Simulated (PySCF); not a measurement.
# Si₄H₁₀O₂: a tour of settings

Which settings matter for Si₄H₁₀O₂ (`O[SiH2][Si@H]([SiH3])O[SiH3]`)?

Computed with PySCF 2.14.0, with density-fitted response routines of our own, on a single molecule in the gas phase. Atoms are numbered from 0 throughout.

## 1. Starting geometry

16 atoms, charge 0, multiplicity 1; geometry from: GFN2-xTB.

Bonds of the start (Å): O0–Si1 1.64, Si1–Si2 2.30, Si2–Si3 2.32, Si2–O4 1.64, O4–Si5 1.61, O0–H6 0.95, Si1–H7 1.48, Si1–H8 1.47, Si2–H9 1.48, Si3–H10 1.47, Si3–H11 1.47, Si3–H12 1.47, Si5–H13 1.46, Si5–H14 1.46, Si5–H15 1.46.

## 2. NMR shieldings: PBE0/pcSseg-1

The job: settings as JSON, then the geometry in Å.

```
{"job": {"kind": "nmr", "xc": "PBE0", "basis": "pcSseg-1"}, "charge": 0, "multiplicity": 1}
O      3.022336    -0.758910     0.093965
Si     1.574691    -1.490257     0.301560
Si     0.222810     0.178744    -0.513168
Si     0.360983     2.312304     0.395369
O     -1.311174    -0.361938    -0.295989
Si    -2.774653    -0.647545     0.309265
H      3.841185    -1.185707     0.330519
H      1.429480    -1.851631     1.725247
H      1.611408    -2.799101    -0.376744
H      0.271921     0.254390    -1.992609
H      1.042490     3.268013    -0.488532
H      1.118510     2.338345     1.655758
H     -0.936376     2.928521     0.710569
H     -3.399608     0.642450     0.600718
H     -3.486858    -1.385273    -0.730297
H     -2.594742    -1.433462     1.530440
```

Method: GIAO PBE0/pcSseg-1 NMR shielding, non-relativistic, gas phase.

Launch:

```
$ OMP_NUM_THREADS=1 python probes_run.py task.json out
```

The driver reads the jobs from task.json and runs them one after another.

Log:

```text
coarse grid: 14872 points
cycle   1  E = -1313.5660186630  dE =  3.919e-01  |g| = 1.027e+00  |ddm| = 3.597e+00
cycle   2  E = -1313.2234720174  dE =  3.425e-01  |g| = 1.684e+00  |ddm| = 2.337e+00
cycle   3  E = -1313.7473915025  dE = -5.239e-01  |g| = 1.031e-01  |ddm| = 1.739e+00
cycle   4  E = -1313.7487283684  dE = -1.337e-03  |g| = 6.985e-02  |ddm| = 1.525e-01
cycle   5  E = -1313.7495855268  dE = -8.572e-04  |g| = 1.337e-02  |ddm| = 6.668e-02
cycle   6  E = -1313.7496175622  dE = -3.204e-05  |g| = 2.020e-03  |ddm| = 1.327e-02
cycle   7  E = -1313.7496186294  dE = -1.067e-06  |g| = 4.834e-04  |ddm| = 3.316e-03
final grid: 123840 points
cycle   8  E = -1313.8015293379  dE = -1.007e-05  |g| = 8.014e-03  |ddm| = 1.360e-02
cycle   9  E = -1313.8015140017  dE =  1.534e-05  |g| = 1.232e-02  |ddm| = 1.413e-02
cycle  10  E = -1313.8015395202  dE = -2.552e-05  |g| = 4.921e-04  |ddm| = 9.057e-03
cycle  11  E = -1313.8015395509  dE = -3.069e-08  |g| = 2.504e-04  |ddm| = 6.244e-04
cycle  12  E = -1313.8015395617  dE = -1.086e-08  |g| = 3.204e-05  |ddm| = 2.091e-04
cycle  13  E = -1313.8015395619  dE = -1.642e-10  |g| = 5.512e-06  |ddm| = 3.686e-05
converged SCF energy = -1313.8015395619

GIAO shielding tensors (ppm)
atom      isotropic    diamagn.    paramagn.     s11        s22        s33       span
  0 O      344.372     386.787     -42.415    282.111    357.294    393.710    111.599
  1 Si     378.468     878.632    -500.164    335.800    336.561    463.042    127.242
  2 Si     369.061     880.105    -511.044    297.457    345.104    464.621    167.164
  3 Si     469.319     880.780    -411.461    453.538    468.929    485.492     31.954
  4 O      350.217     400.308     -50.091    229.245    406.224    415.181    185.936
  5 Si     394.226     880.687    -486.461    355.447    360.902    466.330    110.883
  6 H       31.608      29.416       2.192     23.005     25.485     46.334     23.329
  7 H       26.057      29.718      -3.661     23.330     25.012     29.830      6.500
  8 H       25.993      28.890      -2.897     22.894     24.933     30.151      7.257
  9 H       25.496      29.553      -4.057     22.530     24.689     29.270      6.740
 10 H       28.167      29.008      -0.841     25.044     25.645     33.812      8.768
 11 H       28.109      29.562      -1.453     24.822     26.453     33.052      8.230
 12 H       27.877      29.811      -1.934     24.439     26.317     32.876      8.436
 13 H       26.676      29.806      -3.130     22.962     25.661     31.407      8.445
 14 H       26.785      28.991      -2.206     23.214     24.970     32.171      8.957
 15 H       26.822      30.110      -3.288     23.184     25.528     31.756      8.572
```

Run time: 20 s. Hardware: 1 thread of Arm Neoverse V2, shared host; peak memory 0.77 GiB.

Shifts follow as δ = σ(reference) − σ, with reference shieldings (ppm) from runs at the same level and on the same kind of geometry: ¹H TMS 31.72, ²⁹Si TMS 349.2, ¹⁷O H2O 336.1. The references are single molecules in the gas phase, so shifts against H2O, NH3, PH3, H3PO4 or CFCl3 are not on the usual liquid scales and can be off by tens of ppm. Atoms listed in one row are averaged.

| atoms | environment | σ (ppm) | δ (ppm) |
| --- | --- | --- | --- |
| H9 | hydrogen on a silicon bonded to O, 2 Si | 25.50 | 6.22 |
| H8 | hydrogen on a silicon bonded to O, Si | 25.99 | 5.72 |
| H7 | hydrogen on a silicon bonded to O, Si | 26.06 | 5.66 |
| H13, H14, H15 | hydrogen on a silicon bonded to O | 26.76 | 4.96 |
| H10, H11, H12 | hydrogen on a silicon bonded to Si | 28.05 | 3.67 |
| H6 | hydrogen on an oxygen bonded to Si | 31.61 | 0.11 |
| O0 | oxygen bonded to Si, H | 344.4 | -8.3 |
| O4 | oxygen bonded to 2 Si | 350.2 | -14.1 |
| Si2 | silicon bonded to O, 2 Si, H | 369.1 | -19.9 |
| Si1 | silicon bonded to O, Si, 2 H | 378.5 | -29.3 |
| Si5 | silicon bonded to O, 3 H | 394.2 | -45.1 |
| Si3 | silicon bonded to Si, 3 H | 469.3 | -120.2 |

The run also stored atomic charges by several schemes (e):

| atoms | Mulliken | IAO | Hirshfeld | ESP fit |
| --- | --- | --- | --- | --- |
| O0 | -0.57 | -0.81 | -0.32 | -0.73 |
| Si1 | 0.59 | 0.72 | 0.31 | 0.51 |
| Si2 | 0.42 | 0.60 | 0.27 | 0.38 |
| Si3 | 0.16 | 0.26 | 0.21 | 0.24 |
| O4 | -0.73 | -0.90 | -0.31 | -0.46 |
| Si5 | 0.74 | 0.89 | 0.39 | 0.61 |

Mayer bond orders: O0–Si1 0.99, Si1–Si2 0.90, Si2–Si3 0.88, Si2–O4 0.84, O4–Si5 0.95.

## 3. Ultraviolet spectrum: PBE0/def2-SVPD

Settings changed since step 2:

```diff
@@ -1,2 +1,2 @@
-{"job": {"kind": "nmr", "xc": "PBE0", "basis": "pcSseg-1"}, "charge": 0, "multiplicity": 1}
+{"job": {"kind": "uv", "xc": "PBE0", "basis": "def2-SVPD", "nstates": 6, "ntriplets": 2}, "charge": 0, "multiplicity": 1}
 O      3.022336    -0.758910     0.093965
```

With the program's defaults for keys left out, this is: TDDFT PBE0/def2-SVPD, vertical, gas phase, core orbitals frozen in the response.

Log:

```text
coarse grid: 14872 points
cycle   1  E = -1313.0452258603  dE =  3.619e-01  |g| = 9.614e-01  |ddm| = 4.985e+00
cycle   2  E = -1312.6814411508  dE =  3.638e-01  |g| = 1.657e+00  |ddm| = 2.555e+00
cycle   3  E = -1313.2181463885  dE = -5.367e-01  |g| = 8.315e-02  |ddm| = 1.678e+00
cycle   4  E = -1313.2190506373  dE = -9.042e-04  |g| = 6.204e-02  |ddm| = 2.350e-01
cycle   5  E = -1313.2198388087  dE = -7.882e-04  |g| = 1.257e-02  |ddm| = 7.841e-02
cycle   6  E = -1313.2198725300  dE = -3.372e-05  |g| = 2.074e-03  |ddm| = 2.101e-02
cycle   7  E = -1313.2198740766  dE = -1.547e-06  |g| = 4.763e-04  |ddm| = 6.652e-03
final grid: 123840 points
cycle   8  E = -1313.3928232046  dE = -1.067e-05  |g| = 7.186e-03  |ddm| = 7.394e-02
cycle   9  E = -1313.3928076015  dE =  1.560e-05  |g| = 1.163e-02  |ddm| = 1.735e-02
cycle  10  E = -1313.3928327063  dE = -2.510e-05  |g| = 2.779e-04  |ddm| = 1.087e-02
cycle  11  E = -1313.3928327185  dE = -1.214e-08  |g| = 2.034e-04  |ddm| = 6.765e-04
cycle  12  E = -1313.3928327263  dE = -7.852e-09  |g| = 2.727e-05  |ddm| = 2.075e-04
cycle  13  E = -1313.3928327266  dE = -2.447e-10  |g| = 3.816e-06  |ddm| = 6.469e-05
converged SCF energy = -1313.3928327266

Static polarisability (au): isotropic 117.902, principal 102.140 118.140 133.425

Singlet excitations
state   eV       nm        f      main configurations
  1   5.1805    239.3   0.04497   H->L 0.98
  2   5.6215    220.6   0.00525   H-1->L 0.98
  3   6.1263    202.4   0.00129   H-2->L 0.96
  4   6.2728    197.7   0.09496   H->L+1 0.93
  5   6.6874    185.4   0.01652   H-1->L+1 0.82, H->L+2 0.10
  6   6.8674    180.5   0.00559   H-3->L 0.51, H->L+2 0.22, H->L+3 0.11

Triplet excitations (Tamm-Dancoff, eV): 4.5888 5.1654
```

Run time: 32 s. Hardware: 1 thread of Arm Neoverse V2, shared host; peak memory 0.88 GiB.

Frontier orbitals and where they lie:

| orbital | eV | atoms |
| --- | --- | --- |
| HOMO−3 | -9.29 | Si5 24 %, O4 18 %, H13 16 % |
| HOMO−2 | -8.67 | O0 39 %, Si1 25 %, H8 16 % |
| HOMO−1 | -8.10 | O4 26 %, Si2 20 %, H9 15 % |
| HOMO | -7.67 | Si2 21 %, O4 20 %, Si1 17 % |
| LUMO | -1.26 | Si2 26 %, Si1 20 %, Si3 14 % |
| LUMO+1 | -0.30 | Si2 25 %, Si3 21 %, Si1 16 % |
| LUMO+2 | 0.29 | Si1 24 %, Si2 16 %, O0 13 % |

With each of the 6 states as a Gaussian band of 0.4 eV half-width at 1/e, the curve within the window shown has maxima at 239 nm (ε 1,900), 197 nm (ε 4,200) L/(mol cm). Beyond the last state computed it falls off for lack of states. The curve at chosen wavelengths:

(nm, ε (L/mol/cm)): (173, 313), (177, 691), (181, 1272), (185, 2079), (189, 3039), (192, 3693), (196, 4160), (200, 3964), (204, 3226), (208, 2310), (212, 1556), (216, 1128), (220, 1027), (223, 1115), (227, 1357), (231, 1629), (235, 1829), (239, 1889), (243, 1793), (247, 1572), (251, 1280), (254, 1049), (258, 761), (262, 521), (266, 339), (270, 210)

Ground-state properties from the same run:

| property | computed |
| --- | --- |
| dipole moment (D) | 1.25 |
| polarisability (Å³) | 17.47 |
| HOMO–LUMO gap (eV) | 6.41 |
| −ε(HOMO) (eV) | 7.67 |

## 4. NMR shieldings: PBE0/pcSseg-1

Settings changed since step 3:

```diff
@@ -1,2 +1,2 @@
-{"job": {"kind": "uv", "xc": "PBE0", "basis": "def2-SVPD", "nstates": 6, "ntriplets": 2}, "charge": 0, "multiplicity": 1}
+{"job": {"kind": "nmr", "xc": "PBE0", "basis": "pcSseg-1", "pop": true, "scf": {"guess": "huckel"}}, "charge": 0, "multiplicity": 1}
 O      3.022336    -0.758910     0.093965
```

With the program's defaults for keys left out, this is: GIAO PBE0/pcSseg-1 NMR shielding, non-relativistic, gas phase.

Log:

```text
final grid: 123840 points
cycle   1  E = -1312.9535721333  dE = -7.982e-01  |g| = 1.940e+00  |ddm| = 4.427e+00
cycle   2  E = -1312.7220250966  dE =  2.315e-01  |g| = 2.486e+00  |ddm| = 3.567e+00
cycle   3  E = -1313.7853237504  dE = -1.063e+00  |g| = 2.389e-01  |ddm| = 1.612e+00
cycle   4  E = -1313.7981354475  dE = -1.281e-02  |g| = 1.260e-01  |ddm| = 4.697e-01
cycle   5  E = -1313.8014549779  dE = -3.320e-03  |g| = 2.003e-02  |ddm| = 1.462e-01
cycle   6  E = -1313.8015262871  dE = -7.131e-05  |g| = 8.757e-03  |ddm| = 2.527e-02
cycle   7  E = -1313.8015382989  dE = -1.201e-05  |g| = 2.347e-03  |ddm| = 8.152e-03
cycle   8  E = -1313.8015395488  dE = -1.250e-06  |g| = 2.333e-04  |ddm| = 2.693e-03
cycle   9  E = -1313.8015395609  dE = -1.206e-08  |g| = 5.831e-05  |ddm| = 3.508e-04
cycle  10  E = -1313.8015395618  dE = -9.431e-10  |g| = 1.403e-05  |ddm| = 1.151e-04
converged SCF energy = -1313.8015395618

GIAO shielding tensors (ppm)
atom      isotropic    diamagn.    paramagn.     s11        s22        s33       span
  0 O      344.371     386.787     -42.416    282.112    357.291    393.711    111.599
  1 Si     378.468     878.632    -500.164    335.799    336.562    463.041    127.242
  2 Si     369.063     880.104    -511.041    297.458    345.104    464.627    167.169
  3 Si     469.318     880.780    -411.462    453.536    468.927    485.491     31.956
  4 O      350.219     400.308     -50.090    229.246    406.226    415.183    185.938
  5 Si     394.227     880.687    -486.461    355.447    360.903    466.331    110.883
  6 H       31.608      29.416       2.192     23.005     25.485     46.334     23.329
  7 H       26.057      29.718      -3.661     23.330     25.012     29.830      6.500
  8 H       25.993      28.890      -2.897     22.894     24.933     30.151      7.257
  9 H       25.496      29.553      -4.057     22.530     24.689     29.270      6.740
 10 H       28.167      29.008      -0.841     25.044     25.645     33.812      8.768
 11 H       28.109      29.562      -1.453     24.822     26.453     33.052      8.230
 12 H       27.877      29.811      -1.934     24.439     26.317     32.876      8.436
 13 H       26.676      29.806      -3.129     22.962     25.661     31.407      8.445
 14 H       26.785      28.991      -2.206     23.214     24.970     32.171      8.957
 15 H       26.822      30.110      -3.288     23.184     25.528     31.756      8.572
```

Wall time 23 s (1 thread of Arm Neoverse V2, shared host); peak memory 0.78 GiB.

In short: δ O0 -8.3, O4 -14.1, Si2 -19.9, Si1 -29.3, H9 6.22, H8 5.72 ppm.

## 5. Excited states and response: KT3/def2-SVPD

Settings changed since step 4:

```diff
@@ -1,2 +1,2 @@
-{"job": {"kind": "nmr", "xc": "PBE0", "basis": "pcSseg-1", "pop": true, "scf": {"guess": "huckel"}}, "charge": 0, "multiplicity": 1}
+{"job": {"kind": "uv", "xc": "KT3", "basis": "def2-SVPD", "nstates": 6, "ntriplets": 2, "tda": false}, "charge": 0, "multiplicity": 1}
 O      3.022336    -0.758910     0.093965
```

With the program's defaults for keys left out, this is: TDDFT KT3/def2-SVPD, vertical, gas phase, core orbitals frozen in the response.

Log:

```text
coarse grid: 14872 points
cycle   1  E = -1324.6884988864  dE =  4.483e-01  |g| = 1.159e+00  |ddm| = 5.472e+00
cycle   2  E = -1323.1988917027  dE =  1.490e+00  |g| = 2.812e+00  |ddm| = 3.796e+00
cycle   3  E = -1324.9470577012  dE = -1.748e+00  |g| = 1.652e-01  |ddm| = 3.100e+00
cycle   4  E = -1324.9486920914  dE = -1.634e-03  |g| = 1.761e-01  |ddm| = 6.688e-01
cycle   5  E = -1324.9556680038  dE = -6.976e-03  |g| = 4.282e-02  |ddm| = 2.441e-01
cycle   6  E = -1324.9561098840  dE = -4.419e-04  |g| = 8.324e-03  |ddm| = 7.166e-02
cycle   7  E = -1324.9561340669  dE = -2.418e-05  |g| = 2.321e-03  |ddm| = 2.720e-02
cycle   8  E = -1324.9561357013  dE = -1.634e-06  |g| = 4.757e-04  |ddm| = 5.537e-03
final grid: 123840 points
cycle   9  E = -1325.2710227049  dE = -1.316e-05  |g| = 2.508e-02  |ddm| = 1.369e-01
cycle  10  E = -1325.2706199445  dE =  4.028e-04  |g| = 5.161e-02  |ddm| = 7.229e-02
cycle  11  E = -1325.2711403160  dE = -5.204e-04  |g| = 2.310e-03  |ddm| = 5.258e-02
cycle  12  E = -1325.2711417731  dE = -1.457e-06  |g| = 9.115e-04  |ddm| = 5.708e-03
cycle  13  E = -1325.2711419432  dE = -1.700e-07  |g| = 2.155e-04  |ddm| = 1.095e-03
cycle  14  E = -1325.2711419562  dE = -1.307e-08  |g| = 5.084e-05  |ddm| = 4.952e-04
cycle  15  E = -1325.2711419571  dE = -9.013e-10  |g| = 6.529e-06  |ddm| = 1.215e-04
converged SCF energy = -1325.2711419571

Static polarisability (au): isotropic 120.133, principal 102.610 121.753 136.037

Singlet excitations
state   eV       nm        f      main configurations
  1   4.6786    265.0   0.02145   H->L 0.98
  2   4.9510    250.4   0.00213   H-1->L 0.99
  3   5.2970    234.1   0.00007   H-2->L 1.00
  4   5.7363    216.1   0.03876   H->L+1 0.86
  5   6.0004    206.6   0.00648   H-1->L+1 0.56, H-3->L 0.37
  6   6.0267    205.7   0.01989   H-3->L 0.54, H-1->L+1 0.35

Triplet excitations (Tamm-Dancoff, eV): 4.2935 4.6857
```

Wall time 38 s (1 thread of Arm Neoverse V2, shared host); peak memory 0.74 GiB.

This run: HOMO -6.61 eV, LUMO -2.09 eV; lowest singlet 4.68 eV.

## 6. Shielding tensors: PBE0/6-31G*

Settings changed since step 5:

```diff
@@ -1,2 +1,2 @@
-{"job": {"kind": "uv", "xc": "KT3", "basis": "def2-SVPD", "nstates": 6, "ntriplets": 2, "tda": false}, "charge": 0, "multiplicity": 1}
+{"job": {"kind": "nmr", "xc": "PBE0", "basis": "6-31G*", "pop": false, "scf": {"conv": 1e-11, "level_shift": 0.3}}, "charge": 0, "multiplicity": 1}
 O      3.022336    -0.758910     0.093965
```

Level: GIAO PBE0/6-31G* NMR shielding, non-relativistic, gas phase.

Log:

```text
final grid: 123840 points
cycle   1  E = -1313.5669244228  dE =  4.236e-01  |g| = 9.701e-01  |ddm| = 3.358e+00
cycle   2  E = -1313.6306485608  dE = -6.372e-02  |g| = 8.831e-01  |ddm| = 1.307e+00
cycle   3  E = -1313.7610963737  dE = -1.304e-01  |g| = 1.869e-01  |ddm| = 3.958e-01
cycle   4  E = -1313.7683640644  dE = -7.268e-03  |g| = 3.781e-02  |ddm| = 1.432e-01
cycle   5  E = -1313.7687508520  dE = -3.868e-04  |g| = 1.243e-02  |ddm| = 4.941e-02
cycle   6  E = -1313.7687954926  dE = -4.464e-05  |g| = 3.775e-03  |ddm| = 1.825e-02
cycle   7  E = -1313.7688017050  dE = -6.212e-06  |g| = 1.101e-03  |ddm| = 6.363e-03
cycle   8  E = -1313.7688026484  dE = -9.433e-07  |g| = 4.424e-04  |ddm| = 2.738e-03
cycle   9  E = -1313.7688028413  dE = -1.930e-07  |g| = 2.116e-04  |ddm| = 1.283e-03
cycle  10  E = -1313.7688028851  dE = -4.380e-08  |g| = 9.376e-05  |ddm| = 6.155e-04
cycle  11  E = -1313.7688028948  dE = -9.709e-09  |g| = 4.383e-05  |ddm| = 3.016e-04
cycle  12  E = -1313.7688028971  dE = -2.245e-09  |g| = 2.143e-05  |ddm| = 1.508e-04
cycle  13  E = -1313.7688028976  dE = -5.502e-10  |g| = 1.041e-05  |ddm| = 7.649e-05
cycle  14  E = -1313.7688028978  dE = -1.369e-10  |g| = 5.127e-06  |ddm| = 3.891e-05
cycle  15  E = -1313.7688028978  dE = -3.683e-11  |g| = 2.589e-06  |ddm| = 1.984e-05
cycle  16  E = -1313.7688028978  dE = -5.002e-12  |g| = 1.383e-06  |ddm| = 1.020e-05
level shift removed, Fock matrix diagonalised once more
converged SCF energy = -1313.7688028978

GIAO shielding tensors (ppm)
atom      isotropic    diamagn.    paramagn.     s11        s22        s33       span
  0 O      341.905     388.460     -46.554    284.333    350.490    390.892    106.558
  1 Si     421.255     880.244    -458.989    382.344    386.041    495.381    113.037
  2 Si     408.468     880.132    -471.664    342.989    387.733    494.683    151.694
  3 Si     501.686     882.673    -380.987    490.437    503.106    511.516     21.079
  4 O      346.823     395.868     -49.046    241.998    395.261    403.210    161.213
  5 Si     432.267     882.690    -450.423    398.213    402.672    495.917     97.704
  6 H       32.580      27.506       5.074     24.451     26.924     46.364     21.914
  7 H       26.483      30.671      -4.188     23.645     25.358     30.445      6.800
  8 H       26.438      29.722      -3.284     23.188     25.408     30.716      7.528
  9 H       25.899      29.862      -3.963     22.836     25.001     29.859      7.023
 10 H       28.694      29.627      -0.933     25.782     26.239     34.061      8.279
 11 H       28.599      30.424      -1.825     25.363     27.055     33.377      8.013
 12 H       28.464      30.633      -2.169     25.106     26.987     33.299      8.193
 13 H       27.055      30.343      -3.288     23.219     26.031     31.916      8.697
 14 H       27.152      29.494      -2.343     23.450     25.346     32.659      9.209
 15 H       27.157      30.718      -3.560     23.408     25.881     32.184      8.777
```

Wall time 16 s (1 thread of Arm Neoverse V2, shared host); peak memory 0.66 GiB.

In short: δ O0 -15.9, O4 -20.9, Si2 7.0, Si1 -5.8, H9 6.51, H8 5.97 ppm.

## 7. Comparing the runs: electronic excitations

Excitations and ground-state properties, with basis size and wall time:

| run | lowest singlet (eV) | brightest (eV) | f | gap (eV) | α (Å³) | μ (D) | functions | time |
| --- | --- | --- | --- | --- | --- | --- | --- | --- |
| PBE0/def2-SVPD | 5.18 | 6.27 | 0.095 | 6.41 | 17.47 | 1.25 | 222 | 32 s |
| KT3/def2-SVPD | 4.68 | 5.74 | 0.039 | 4.52 | 17.80 | 1.15 | 222 | 38 s |

## 8. What came out

```
                                                              quantity                                   value
¹H shifts against TMS (PBE0/pcSseg-1, means over atoms taken as alike)  6.22, 5.72, 5.66, 4.96, 3.67, 0.11 ppm
                                ¹⁷O shifts against H2O (PBE0/pcSseg-1)                         -8.3, -14.1 ppm
                               ²⁹Si shifts against TMS (PBE0/pcSseg-1)         -19.9, -29.3, -45.1, -120.2 ppm
                                       lowest singlet (PBE0/def2-SVPD)             5.18 eV (239 nm), f = 0.045
                              brightest single state of those computed             state 4, 6.27 eV, f = 0.095
                                                        lowest triplet                                 4.59 eV
                                           range of the lowest singlet                         4.68 to 5.18 eV
```

What this shows: Single values in the summary come from the first run of each kind that ended normally (PBE0/pcSseg-1; PBE0/def2-SVPD), which need not be the best level. At PBE0/pcSseg-1: Shielding is most anisotropic at O4 (span 186 ppm, paramagnetic term -50 ppm). The first singlet state (HOMO→LUMO 0.98) lies at 5.18 eV and is weak; of the 6 states computed, the strongest absorption comes from state 4 at 6.27 eV. The lowest triplet lies 0.59 eV below the lowest singlet (triplets in Tamm-Dancoff, singlets in full TDDFT). The lowest singlet runs from 4.68 eV (KT3/def2-SVPD) to 5.18 eV (PBE0/def2-SVPD), while the orbital gap spans 4.52 to 6.41 eV: the excitation energy moves far less from run to run than the orbital gap does. The lowest state need not be the same one in every run.
